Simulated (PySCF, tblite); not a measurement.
**C₃H₁₄BNSi₂: geometry, infrared bands and NMR shifts**

Aim: predict the infrared bands and NMR shifts of C₃H₁₄BNSi₂ (`BN([SiH3])[SiH2]C(C)C`).

Computed with tblite 0.8.0 and PySCF 2.14.0, with density-fitted response routines of our own, on a single molecule in the gas phase. Atoms are numbered from 0 throughout.

### Step 1. The starting structure

21 atoms, charge 0, multiplicity 1; geometry from: force field or distance geometry start.

Bonds of the start (Å): B0–N1 1.53, N1–Si2 1.81, N1–Si3 1.79, Si3–C4 1.89, C4–C5 1.52, C4–C6 1.54, B0–H7 1.18, B0–H8 1.18, Si2–H9 1.48, Si2–H10 1.47, Si2–H11 1.46, Si3–H12 1.47, Si3–H13 1.47, C4–H14 1.10, C5–H15 1.11, C5–H16 1.10, C5–H17 1.12, C6–H18 1.11, C6–H19 1.11, C6–H20 1.10.

### Step 2. Relaxing the molecule with GFN2-xTB

The job: settings as JSON, then the geometry in Å.

```
{"job": {"kind": "relax", "xc": "GFN2-xTB", "basis": "xTB"}, "charge": 0, "multiplicity": 1}
B      2.427200     1.654400     0.551500
N      1.373900     0.565000     0.734300
Si     2.237900    -1.020800     0.659300
Si     0.221700     0.666300    -0.634700
C     -1.236900    -0.500700    -0.335600
C     -1.897900    -0.206500     1.004200
C     -2.244900    -0.356900    -1.486800
H      3.088500     1.710700    -0.422900
H      2.570600     2.472500     1.391900
H      1.271600    -2.110500     0.906300
H      2.844100    -1.192800    -0.670000
H      3.270600    -1.075700     1.690800
H     -0.297800     2.034400    -0.721100
H      0.897000     0.309400    -1.891700
H     -0.856300    -1.533100    -0.333100
H     -2.277700     0.838400     1.053100
H     -2.739200    -0.900000     1.180900
H     -1.161200    -0.354400     1.829300
H     -2.650500     0.677500    -1.521900
H     -3.083900    -1.065700    -1.327100
H     -1.765900    -0.594700    -2.449900
```

The run is started by

```bash
$ OMP_NUM_THREADS=1 python probes_run.py task.json out
```

One launch serves the whole session: the jobs run in the order shown.

**Question.** This job is followed by: GFN2-xTB harmonic vibrations, gas phase; GIAO PBE0/pcSseg-1 NMR shielding, non-relativistic, gas phase. Predict these results of the whole session: strongest single infrared mode (GFN2-xTB); zero-point energy (GFN2-xTB); 13C shifts against TMS (PBE0/pcSseg-1, means over atoms taken as alike); 1H shifts against TMS (PBE0/pcSseg-1, means over atoms taken as alike); 11B shifts against BF3·OEt2 (PBE0/pcSseg-1); 15N shifts against NH3 (PBE0/pcSseg-1); 29Si shifts against TMS (PBE0/pcSseg-1); surface potential, 1st and 99th percentile.

**Answer**, as computed:

```
                                                               quantity                             value
                              strongest single infrared mode (GFN2-xTB)             2206 cm⁻¹, 424 km/mol
                                           zero-point energy (GFN2-xTB)                    100.9 kcal/mol
13C shifts against TMS (PBE0/pcSseg-1, means over atoms taken as alike)                    18.5, 16.3 ppm
 1H shifts against TMS (PBE0/pcSseg-1, means over atoms taken as alike)  5.45, 4.84, 4.83, 1.22, 1.12 ppm
                            11B shifts against BF3·OEt2 (PBE0/pcSseg-1)                          49.0 ppm
                                 15N shifts against NH3 (PBE0/pcSseg-1)                         125.5 ppm
                                29Si shifts against TMS (PBE0/pcSseg-1)                   -1.5, -42.6 ppm
                                  surface potential, 1st and 99th percentile                -0.45 V and 1.05 V
```

What this shows: Over 161 steps the energy fell by 1.039 eV; of the close pairs, B0–N1 changed most, 1.526 to 1.404 Å. No mode is imaginary among the 57: a minimum at this level. The strongest single mode, at 2206 cm⁻¹, moves mainly H9. GFN2-xTB is a fitted tight-binding method: band positions and strengths are rough. Its intensities can rank the bands wrongly. At PBE0/pcSseg-1: Shielding is most anisotropic at N1 (span 260 ppm, paramagnetic term -190 ppm).
